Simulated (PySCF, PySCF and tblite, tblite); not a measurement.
# C₆H₁₅ClSi: conformers and averaged spectra, part 2 of 3

PySCF and tblite. Atoms count from 0. Earlier steps stand in the parts before.

### 4 GFN2-xTB relaxation, conformer 5

The job: settings as JSON, then the geometry in Å.

```
{"job": {"xc": "GFN2-xTB", "basis": "xTB", "kind": "relax"}, "charge": 0, "multiplicity": 1}
C     -2.145800     1.114600     0.332800
C     -0.935700     0.177500     0.324400
C     -0.277500     0.243700     1.732000
C     -1.437700    -1.249800     0.068400
C      0.036500     0.659000    -0.770600
Si     1.578900    -0.296400    -1.254800
C      2.910600    -0.286600     0.021100
Cl     2.932500    -1.829100     0.910600
H     -1.849100     2.150700     0.526400
H     -2.678700     1.091300    -0.626200
H     -2.880800     0.831500     1.104800
H      0.127900     1.238500     1.922200
H     -1.028900     0.043400     2.523900
H      0.518100    -0.486300     1.845500
H     -2.211500    -1.529100     0.805700
H     -1.879100    -1.346400    -0.910500
H     -0.632700    -1.993100     0.165700
H      0.361400     1.675800    -0.535500
H     -0.537500     0.754500    -1.704000
H      1.218800    -1.665400    -1.687100
H      2.120200     0.379300    -2.461700
H      2.781800     0.517400     0.755900
H      3.903500    -0.168000    -0.418400
```

Output:

```text
step      E/eV     max force
  0    -728.42728    1.948
  1    -728.51038    0.601
  2    -728.52568    0.253
  3    -728.53597    0.261
  4    -728.54422    0.239
  5    -728.55163    0.207
  6    -728.55623    0.117
  7    -728.55885    0.134
  8    -728.56050    0.111
  9    -728.56208    0.104
 10    -728.56371    0.111
 11    -728.56542    0.130
 12    -728.56707    0.098
 13    -728.56846    0.079
 14    -728.56975    0.107
 15    -728.57122    0.137
 16    -728.57271    0.147
 17    -728.57385    0.091
 18    -728.57458    0.067
 19    -728.57515    0.073
 20    -728.57579    0.091
 21    -728.57650    0.093
 22    -728.57719    0.074
 23    -728.57784    0.073
 24    -728.57856    0.069
 25    -728.57933    0.083
 26    -728.58006    0.067
 27    -728.58068    0.061
 28    -728.58120    0.052
 29    -728.58165    0.072
 30    -728.58202    0.063
 31    -728.58231    0.037
 32    -728.58231    0.037
 33    -728.58245    0.031
 34    -728.58278    0.025
 35    -728.58284    0.022
 36    -728.58307    0.023
 37    -728.58315    0.025
 38    -728.58324    0.026
 39    -728.58332    0.020
 40    -728.58340    0.019
 41    -728.58348    0.025
 42    -728.58355    0.029
 43    -728.58363    0.024
 44    -728.58372    0.021
 45    -728.58381    0.024
 46    -728.58392    0.031
 47    -728.58402    0.030
 48    -728.58412    0.018
 49    -728.58420    0.018
 50    -728.58426    0.019
 51    -728.58433    0.022
 52    -728.58440    0.016
 53    -728.58445    0.014
 54    -728.58449    0.015
 55    -728.58452    0.019
 56    -728.58456    0.018
 57    -728.58459    0.012
 58    -728.58463    0.012
 59    -728.58466    0.013
 60    -728.58468    0.015
 61    -728.58471    0.013
 62    -728.58474    0.012
 63    -728.58477    0.014
 64    -728.58480    0.014
 65    -728.58482    0.011
 66    -728.58484    0.008
 67    -728.58486    0.010
 68    -728.58488    0.013
 69    -728.58490    0.014
 70    -728.58493    0.011
 71    -728.58495    0.010
 72    -728.58498    0.011
 73    -728.58501    0.016
 74    -728.58504    0.017
 75    -728.58507    0.015
 76    -728.58510    0.014
 77    -728.58513    0.014
 78    -728.58516    0.015
 79    -728.58519    0.013
 80    -728.58522    0.016
 81    -728.58526    0.013
 82    -728.58529    0.012
 83    -728.58531    0.008
 84    -728.58533    0.010
 85    -728.58534    0.011
 86    -728.58536    0.012
 87    -728.58538    0.009
 88    -728.58540    0.009
 89    -728.58543    0.016
 90    -728.58549    0.023
 91    -728.58559    0.031
 92    -728.58570    0.026
 93    -728.58578    0.019
 94    -728.58585    0.018
 95    -728.58591    0.030
 96    -728.58601    0.038
 97    -728.58614    0.033
 98    -728.58628    0.026
 99    -728.58640    0.023
100    -728.58654    0.035
101    -728.58671    0.044
102    -728.58686    0.033
103    -728.58695    0.018
104    -728.58702    0.017
105    -728.58708    0.023
106    -728.58717    0.030
107    -728.58725    0.023
108    -728.58734    0.017
109    -728.58741    0.019
110    -728.58746    0.023
111    -728.58756    0.022
112    -728.58765    0.019
113    -728.58776    0.021
114    -728.58787    0.027
115    -728.58797    0.025
116    -728.58802    0.013
117    -728.58805    0.011
118    -728.58807    0.010
119    -728.58810    0.015
120    -728.58815    0.018
121    -728.58820    0.013
122    -728.58824    0.014
123    -728.58828    0.017
124    -728.58833    0.018
125    -728.58839    0.018
126    -728.58845    0.016
127    -728.58848    0.013
128    -728.58851    0.012
129    -728.58853    0.011
130    -728.58855    0.008
131    -728.58857    0.007
132    -728.58857    0.006
133    -728.58858    0.005
134    -728.58858    0.005
135    -728.58859    0.007
136    -728.58860    0.008
137    -728.58860    0.007
138    -728.58860    0.005
139    -728.58861    0.004
```

Run time: 1 s. Hardware: 1 thread of Arm Neoverse V2, shared host.

The energy fell by 0.161 eV, and the atoms moved 0.20 Å (root mean square).

### 5 Shieldings, conformer 1: PBE0/6-31G*

The job: settings as JSON, then the geometry in Å.

```
{"job": {"xc": "PBE0", "basis": "6-31G*", "kind": "nmr", "pop": true}, "charge": 0, "multiplicity": 1}
C     -1.626710    -1.181168     0.234670
C     -1.053849     0.235645     0.244565
C     -1.346039     0.912298    -1.093997
C     -1.728192     1.037057     1.364546
C      0.457161     0.202880     0.513072
Si     1.562173    -0.717968    -0.727550
C      3.351841    -0.589786    -0.058975
Cl     3.842664     1.124388    -0.004509
H     -1.384236    -1.699842     1.159347
H     -2.709698    -1.150525     0.134736
H     -1.222558    -1.752873    -0.596448
H     -0.947068     0.324456    -1.916506
H     -2.419321     1.018040    -1.238467
H     -0.897711     1.902367    -1.128782
H     -1.544536     0.574801     2.332256
H     -1.344476     2.054653     1.392591
H     -2.804088     1.083650     1.209342
H      0.616317    -0.234068     1.503515
H      0.813710     1.234459     0.579950
H      1.279966    -2.157694    -0.814187
H      1.567295    -0.123604    -2.066339
H      4.069487    -1.095352    -0.698951
H      3.463116    -0.974830     0.951502
```

Output:

```text
coarse grid: 19064 points
cycle   1  E = -986.7694921216  dE =  4.944e-01  |g| = 4.970e-01  |ddm| = 3.987e+00
cycle   2  E = -986.7582407210  dE =  1.125e-02  |g| = 5.409e-01  |ddm| = 1.146e+00
cycle   3  E = -986.8383958191  dE = -8.016e-02  |g| = 5.361e-02  |ddm| = 6.338e-01
cycle   4  E = -986.8390268415  dE = -6.310e-04  |g| = 2.364e-02  |ddm| = 7.968e-02
cycle   5  E = -986.8391614344  dE = -1.346e-04  |g| = 4.440e-03  |ddm| = 2.346e-02
cycle   6  E = -986.8391664506  dE = -5.016e-06  |g| = 1.076e-03  |ddm| = 6.395e-03
final grid: 171504 points
cycle   7  E = -986.7612095136  dE = -5.817e-05  |g| = 1.111e-02  |ddm| = 3.551e-02
cycle   8  E = -986.7611963268  dE =  1.319e-05  |g| = 1.324e-02  |ddm| = 2.442e-02
cycle   9  E = -986.7612430942  dE = -4.677e-05  |g| = 8.345e-04  |ddm| = 1.369e-02
cycle  10  E = -986.7612432629  dE = -1.688e-07  |g| = 2.301e-04  |ddm| = 1.112e-03
cycle  11  E = -986.7612432761  dE = -1.314e-08  |g| = 4.203e-05  |ddm| = 2.321e-04
cycle  12  E = -986.7612432765  dE = -3.902e-10  |g| = 1.931e-05  |ddm| = 6.454e-05
converged SCF energy = -986.7612432765

GIAO shielding tensors (ppm)
atom      isotropic    diamagn.    paramagn.     s11        s22        s33       span
  0 C      164.520     249.910     -85.389    150.426    152.778    190.357     39.930
  1 C      167.648     233.172     -65.524    165.494    166.312    171.138      5.644
  2 C      165.177     249.836     -84.659    151.512    153.805    190.215     38.703
  3 C      161.374     248.810     -87.436    142.358    148.599    193.166     50.808
  4 C      168.829     247.993     -79.163    149.526    158.446    198.516     48.990
  5 Si     439.364     881.990    -442.626    407.683    446.380    464.028     56.345
  6 C      169.111     249.370     -80.259    148.400    158.319    200.613     52.213
  7 Cl     945.007    1145.090    -200.083    840.894    892.980   1101.146    260.252
  8 H       31.373      31.756      -0.383     28.125     29.073     36.921      8.796
  9 H       31.246      31.763      -0.517     27.508     28.950     37.280      9.773
 10 H       31.191      32.004      -0.812     26.909     30.651     36.014      9.104
 11 H       31.192      31.943      -0.751     26.907     30.659     36.009      9.102
 12 H       31.260      31.755      -0.494     27.467     29.012     37.302      9.835
 13 H       31.276      31.506      -0.231     27.921     29.246     36.659      8.738
 14 H       31.271      30.977       0.294     27.923     29.069     36.821      8.898
 15 H       31.197      30.826       0.371     27.778     29.215     36.597      8.818
 16 H       31.272      31.213       0.060     27.530     28.677     37.610     10.079
 17 H       31.508      32.328      -0.820     26.384     32.252     35.887      9.503
 18 H       30.849      31.495      -0.646     25.196     31.165     36.185     10.989
 19 H       27.813      30.935      -3.122     23.344     27.709     32.387      9.043
 20 H       27.926      30.543      -2.617     23.709     27.829     32.239      8.530
 21 H       29.611      28.226       1.385     23.248     28.619     36.966     13.718
 22 H       29.829      29.518       0.310     24.808     28.418     36.259     11.451
```

Run time: 22 s. Hardware: 1 thread of Arm Neoverse V2, shared host; peak memory 0.76 GiB.

Key values: HOMO -7.73 eV, LUMO 0.68 eV; dipole 1.90 D.

### 6 Shieldings, conformer 2: PBE0/6-31G*

The job: settings as JSON, then the geometry in Å.

```
{"job": {"xc": "PBE0", "basis": "6-31G*", "kind": "nmr", "pop": false}, "charge": 0, "multiplicity": 1}
C     -1.861283     1.553323    -0.270917
C     -1.064174     0.316529     0.160883
C     -1.098648     0.212759     1.684959
C     -1.710072    -0.926646    -0.449178
C      0.379900     0.470763    -0.335296
Si     1.604618    -0.930251     0.062181
C      3.275464    -0.393269    -0.701457
Cl     4.489413    -1.656613    -0.373976
H     -1.861285     1.651103    -1.354461
H     -2.893824     1.480679     0.063780
H     -1.428894     2.456603     0.154278
H     -2.127033     0.202226     2.039864
H     -0.613112    -0.700188     2.018488
H     -0.589578     1.059879     2.138808
H     -2.761205    -0.980247    -0.173703
H     -1.642376    -0.900855    -1.534309
H     -1.218037    -1.828102    -0.094543
H      0.779396     1.403720     0.072270
H      0.351690     0.606259    -1.420169
H      1.834182    -1.109778     1.498558
H      1.246041    -2.207915    -0.560031
H      3.667437     0.526020    -0.273273
H      3.236627    -0.279014    -1.781969
```

Output:

```text
coarse grid: 19064 points
cycle   1  E = -986.7687602648  dE =  4.945e-01  |g| = 4.953e-01  |ddm| = 3.991e+00
cycle   2  E = -986.7603745001  dE =  8.386e-03  |g| = 5.314e-01  |ddm| = 1.124e+00
cycle   3  E = -986.8369727609  dE = -7.660e-02  |g| = 5.411e-02  |ddm| = 6.131e-01
cycle   4  E = -986.8376479908  dE = -6.752e-04  |g| = 2.246e-02  |ddm| = 8.433e-02
cycle   5  E = -986.8377700489  dE = -1.221e-04  |g| = 4.444e-03  |ddm| = 2.287e-02
cycle   6  E = -986.8377751684  dE = -5.120e-06  |g| = 9.769e-04  |ddm| = 6.327e-03
final grid: 171504 points
cycle   7  E = -986.7603999675  dE = -5.558e-05  |g| = 1.079e-02  |ddm| = 3.262e-02
cycle   8  E = -986.7603873083  dE =  1.266e-05  |g| = 1.290e-02  |ddm| = 2.382e-02
cycle   9  E = -986.7604316844  dE = -4.438e-05  |g| = 8.714e-04  |ddm| = 1.349e-02
cycle  10  E = -986.7604318772  dE = -1.928e-07  |g| = 2.209e-04  |ddm| = 1.204e-03
cycle  11  E = -986.7604318892  dE = -1.197e-08  |g| = 4.745e-05  |ddm| = 2.280e-04
cycle  12  E = -986.7604318897  dE = -5.273e-10  |g| = 1.864e-05  |ddm| = 6.948e-05
converged SCF energy = -986.7604318897

GIAO shielding tensors (ppm)
atom      isotropic    diamagn.    paramagn.     s11        s22        s33       span
  0 C      161.208     249.185     -87.977    141.957    148.398    193.269     51.313
  1 C      167.506     233.450     -65.944    165.580    165.686    171.253      5.672
  2 C      165.211     250.049     -84.838    151.163    154.130    190.341     39.178
  3 C      165.209     250.078     -84.869    151.146    154.137    190.344     39.198
  4 C      167.291     249.442     -82.151    152.627    152.714    196.531     43.904
  5 Si     435.190     882.168    -446.979    412.814    422.376    470.380     57.565
  6 C      170.454     249.861     -79.408    149.408    156.251    205.702     56.293
  7 Cl     943.136    1142.279    -199.143    845.075    871.688   1112.644    267.569
  8 H       31.328      31.256       0.072     27.970     29.174     36.841      8.871
  9 H       31.303      31.441      -0.138     27.590     28.720     37.599     10.009
 10 H       31.328      31.265       0.063     27.970     29.174     36.840      8.870
 11 H       31.271      31.871      -0.600     27.544     29.037     37.231      9.688
 12 H       31.149      32.040      -0.891     26.859     30.683     35.906      9.048
 13 H       31.402      31.893      -0.490     28.215     29.095     36.897      8.682
 14 H       31.271      31.900      -0.629     27.544     29.036     37.232      9.688
 15 H       31.402      31.918      -0.516     28.217     29.092     36.898      8.682
 16 H       31.151      32.072      -0.921     26.860     30.685     35.907      9.047
 17 H       31.576      33.106      -1.530     26.686     32.196     35.845      9.159
 18 H       31.575      33.109      -1.534     26.689     32.193     35.842      9.153
 19 H       27.885      30.618      -2.733     23.318     28.944     31.392      8.074
 20 H       27.886      30.630      -2.744     23.320     28.941     31.396      8.076
 21 H       29.799      29.473       0.326     23.319     30.275     35.804     12.485
 22 H       29.799      29.489       0.310     23.318     30.275     35.803     12.484
```

Wall time 20 s (1 thread of Arm Neoverse V2, shared host); peak memory 0.78 GiB.

This run: HOMO -7.60 eV, LUMO 0.83 eV; dipole 2.91 D.

### 7 Shieldings, conformer 3: PBE0/6-31G*

The job: settings as JSON, then the geometry in Å.

```
{"job": {"xc": "PBE0", "basis": "6-31G*", "kind": "nmr", "pop": false}, "charge": 0, "multiplicity": 1}
C     -2.120886     0.345672    -0.998071
C     -1.006440    -0.009433    -0.007124
C     -0.577431     1.258045     0.731125
C     -1.543218    -1.031304     0.995047
C      0.172837    -0.604188    -0.793182
Si     1.802718    -0.943749     0.129290
C      2.919438     0.613948     0.077319
Cl     3.171597     1.107435    -1.620357
H     -2.989329     0.738008    -0.472937
H     -1.780926     1.100214    -1.704285
H     -2.430394    -0.533485    -1.559271
H     -0.132381     1.969473     0.039143
H     -1.436043     1.732474     1.202325
H      0.149403     1.023442     1.505920
H     -0.779674    -1.302444     1.718913
H     -2.396774    -0.623166     1.532401
H     -1.863379    -1.936005     0.482839
H      0.399751     0.065945    -1.626404
H     -0.163334    -1.540372    -1.244259
H      1.659875    -1.285306     1.550790
H      2.534922    -2.015194    -0.552870
H      3.906388     0.420626     0.489981
H      2.498527     1.476349     0.587362
```

Output:

```text
coarse grid: 19064 points
cycle   1  E = -986.7689752042  dE =  4.898e-01  |g| = 4.959e-01  |ddm| = 3.986e+00
cycle   2  E = -986.7573257504  dE =  1.165e-02  |g| = 5.406e-01  |ddm| = 1.141e+00
cycle   3  E = -986.8374945957  dE = -8.017e-02  |g| = 5.287e-02  |ddm| = 6.339e-01
cycle   4  E = -986.8381127393  dE = -6.181e-04  |g| = 2.302e-02  |ddm| = 7.993e-02
cycle   5  E = -986.8382405125  dE = -1.278e-04  |g| = 4.060e-03  |ddm| = 2.300e-02
cycle   6  E = -986.8382446945  dE = -4.182e-06  |g| = 8.074e-04  |ddm| = 5.564e-03
final grid: 171504 points
cycle   7  E = -986.7610706331  dE = -5.648e-05  |g| = 1.094e-02  |ddm| = 3.619e-02
cycle   8  E = -986.7610577034  dE =  1.293e-05  |g| = 1.306e-02  |ddm| = 2.390e-02
cycle   9  E = -986.7611029917  dE = -4.529e-05  |g| = 9.405e-04  |ddm| = 1.359e-02
cycle  10  E = -986.7611032092  dE = -2.174e-07  |g| = 2.405e-04  |ddm| = 1.243e-03
cycle  11  E = -986.7611032234  dE = -1.420e-08  |g| = 4.506e-05  |ddm| = 2.379e-04
cycle  12  E = -986.7611032238  dE = -4.654e-10  |g| = 1.996e-05  |ddm| = 6.787e-05
converged SCF energy = -986.7611032238

GIAO shielding tensors (ppm)
atom      isotropic    diamagn.    paramagn.     s11        s22        s33       span
  0 C      161.566     248.866     -87.300    142.947    148.643    193.108     50.161
  1 C      167.166     233.389     -66.223    164.113    166.038    171.348      7.235
  2 C      166.473     250.823     -84.350    153.202    155.636    190.582     37.380
  3 C      165.911     249.535     -83.624    150.098    154.581    193.055     42.957
  4 C      172.225     247.472     -75.247    154.690    162.295    199.689     44.999
  5 Si     437.738     881.730    -443.992    401.738    444.094    467.382     65.643
  6 C      167.491     249.972     -82.481    146.527    157.495    198.451     51.924
  7 Cl     946.665    1145.334    -198.669    845.929    896.184   1097.881    251.952
  8 H       31.287      31.154       0.133     27.512     28.686     37.662     10.150
  9 H       31.220      30.857       0.362     27.560     29.537     36.563      9.003
 10 H       31.242      31.007       0.236     27.925     28.854     36.949      9.024
 11 H       31.276      32.373      -1.097     27.389     30.454     35.985      8.596
 12 H       31.291      32.180      -0.889     27.262     29.186     37.426     10.163
 13 H       31.321      32.963      -1.642     27.649     30.869     35.445      7.796
 14 H       31.027      31.765      -0.739     26.400     30.791     35.890      9.490
 15 H       31.358      31.546      -0.188     27.685     28.828     37.561      9.876
 16 H       31.506      31.491       0.016     28.197     28.887     37.435      9.238
 17 H       30.879      31.226      -0.347     25.788     30.792     36.057     10.270
 18 H       31.511      31.644      -0.133     26.377     31.070     37.086     10.709
 19 H       27.713      30.888      -3.176     23.795     27.181     32.162      8.366
 20 H       28.132      29.684      -1.552     23.838     26.535     34.024     10.186
 21 H       29.557      28.541       1.016     23.106     28.685     36.880     13.774
 22 H       29.641      30.508      -0.867     25.450     28.090     35.382      9.932
```

Wall time 20 s (1 thread of Arm Neoverse V2, shared host); peak memory 0.79 GiB.

This run: HOMO -7.78 eV, LUMO 0.70 eV; dipole 1.89 D.

### 8 Shieldings, conformer 4: PBE0/6-31G*

The job: settings as JSON, then the geometry in Å.

```
{"job": {"xc": "PBE0", "basis": "6-31G*", "kind": "nmr", "pop": false}, "charge": 0, "multiplicity": 1}
C     -1.285731    -0.846565    -1.403080
C     -1.022199    -0.033536    -0.135833
C     -0.553546     1.370674    -0.515548
C     -2.328054     0.076024     0.660084
C      0.027424    -0.738016     0.737766
Si     1.820772    -0.838833     0.095509
C      2.795472     0.686357     0.722166
Cl     4.496029     0.530922     0.202599
H     -0.382569    -0.939833    -1.999278
H     -1.632067    -1.846268    -1.150125
H     -2.049142    -0.364801    -2.010357
H     -0.307875     1.945345     0.374968
H      0.326486     1.322342    -1.152589
H     -1.336577     1.898018    -1.056651
H     -3.106703     0.536496     0.055736
H     -2.673930    -0.908467     0.967623
H     -2.186375     0.682870     1.552000
H     -0.321116    -1.756133     0.919822
H      0.041670    -0.247022     1.714515
H      2.468188    -2.025464     0.664822
H      1.951274    -0.868404    -1.363292
H      2.813465     0.758653     1.807435
H      2.440354     1.632625     0.321787
```

Output:

```text
coarse grid: 19064 points
cycle   1  E = -986.7693015235  dE =  4.882e-01  |g| = 4.942e-01  |ddm| = 3.987e+00
cycle   2  E = -986.7608262185  dE =  8.475e-03  |g| = 5.303e-01  |ddm| = 1.120e+00
cycle   3  E = -986.8371880815  dE = -7.636e-02  |g| = 5.312e-02  |ddm| = 6.116e-01
cycle   4  E = -986.8378416455  dE = -6.536e-04  |g| = 2.208e-02  |ddm| = 8.427e-02
cycle   5  E = -986.8379602358  dE = -1.186e-04  |g| = 4.117e-03  |ddm| = 2.277e-02
cycle   6  E = -986.8379645821  dE = -4.346e-06  |g| = 7.673e-04  |ddm| = 5.483e-03
final grid: 171504 points
cycle   7  E = -986.7602199114  dE = -6.474e-05  |g| = 1.055e-02  |ddm| = 4.386e-02
cycle   8  E = -986.7602087551  dE =  1.116e-05  |g| = 1.244e-02  |ddm| = 2.287e-02
cycle   9  E = -986.7602498969  dE = -4.114e-05  |g| = 9.657e-04  |ddm| = 1.305e-02
cycle  10  E = -986.7602501351  dE = -2.382e-07  |g| = 2.406e-04  |ddm| = 1.332e-03
cycle  11  E = -986.7602501492  dE = -1.413e-08  |g| = 4.846e-05  |ddm| = 2.441e-04
cycle  12  E = -986.7602501498  dE = -5.577e-10  |g| = 1.994e-05  |ddm| = 7.351e-05
converged SCF energy = -986.7602501498

GIAO shielding tensors (ppm)
atom      isotropic    diamagn.    paramagn.     s11        s22        s33       span
  0 C      166.656     249.695     -83.039    150.561    156.245    193.161     42.600
  1 C      167.681     233.765     -66.085    165.353    166.321    171.368      6.016
  2 C      166.002     251.128     -85.125    152.606    155.311    190.090     37.484
  3 C      161.503     249.151     -87.648    142.897    148.371    193.241     50.344
  4 C      168.429     248.595     -80.166    154.649    158.145    192.492     37.843
  5 Si     433.502     881.843    -448.341    408.526    419.458    472.521     63.996
  6 C      168.686     250.478     -81.792    146.573    154.556    204.928     58.355
  7 Cl     937.471    1142.557    -205.085    839.256    863.371   1109.787    270.531
  8 H       30.970      31.824      -0.855     26.281     30.874     35.754      9.472
  9 H       31.578      31.677      -0.099     28.306     28.910     37.518      9.213
 10 H       31.393      31.695      -0.302     27.741     28.923     37.516      9.775
 11 H       31.578      33.061      -1.482     28.041     30.219     36.475      8.434
 12 H       31.237      33.063      -1.826     27.323     30.821     35.567      8.245
 13 H       31.285      32.390      -1.105     27.318     29.267     37.271      9.954
 14 H       31.295      31.325      -0.030     27.534     28.749     37.601     10.067
 15 H       31.302      31.247       0.055     27.962     28.923     37.020      9.058
 16 H       31.395      31.311       0.084     27.822     29.413     36.950      9.128
 17 H       31.483      32.173      -0.691     26.572     31.172     36.705     10.133
 18 H       31.647      32.856      -1.209     27.023     32.015     35.903      8.880
 19 H       28.080      29.773      -1.693     23.699     27.468     33.072      9.373
 20 H       27.823      30.649      -2.826     24.008     28.443     31.019      7.011
 21 H       29.743      29.739       0.004     23.153     30.480     35.598     12.445
 22 H       29.600      30.497      -0.897     23.001     29.603     36.196     13.195
```

Wall time 20 s (1 thread of Arm Neoverse V2, shared host); peak memory 0.78 GiB.

In short: HOMO -7.64 eV, LUMO 0.83 eV; dipole 2.94 D.

(Continued in part 3 of 3.)
